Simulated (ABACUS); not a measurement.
Runs of ABACUS 3.10.1 on Bi2Te3 (Tellurobismuthite). Symmetry: R-3m, No. 166, trigonal system. The conventional cell has a = 4.386 Å, b = 4.386 Å, c = 30.497 Å, α = 90.00°, β = 90.00°, γ = 120.00°. Around Bi (site symmetry 3m) lie 6 Te at 3.07 to 3.25 Å. Te (site symmetry 3m) is surrounded by 3 Bi at 3.07 Å. Te (site symmetry -3m) has 6 Bi at 3.25 Å as nearest neighbours. 

```tsv
level	potentials or basis	k mesh	cutoff (eV)	radial cutoff of the potentials (pseudo_rcut)	gap on the mesh (eV)	pressure (GPa)	largest force (eV/Å)
PBE	SG15 ONCV 1.2 PBE, plane waves	5 × 5 × 5	1129	7 bohr	0.28	2.0	0.02
r2SCAN	SG15 ONCV 1.2 PBE, plane waves	4 × 4 × 4	1306	7 bohr	0.50	0.2	(a)
PBE	SPMS ONCV 1.0 PBE, plane waves	5 × 5 × 5	1129	7 bohr	0.29	2.0	0.02
PBE	GBRV ultrasoft 1.5 PBE, plane waves	5 × 5 × 5	544	10 bohr	0.28	1.5	0.02
PBE	PseudoDojo NC SR 0.4.1 PBE standard, plane waves	5 × 5 × 5	1129	7 bohr	0.29	2.0	0.02
```

Alike in all rows: task single point; no spin polarisation; cell as given; smearing fermi-dirac 0.05 eV.

Question: Estimate the missing entries.

Answer: (a) 0.47.

Caveats: spin-orbit coupling is left out, which as a rule narrows the gap of such compounds by several tenths of an eV; an odd mesh through Γ misses points on the zone boundary, where band edges often lie (some runs); the potentials were made for another functional, which shifts forces and pressure (some runs).

A k mesh can miss the band edges, and the runs leave out spin-orbit coupling on Bi, Te.

The runs don't all hold the same shells in valence.
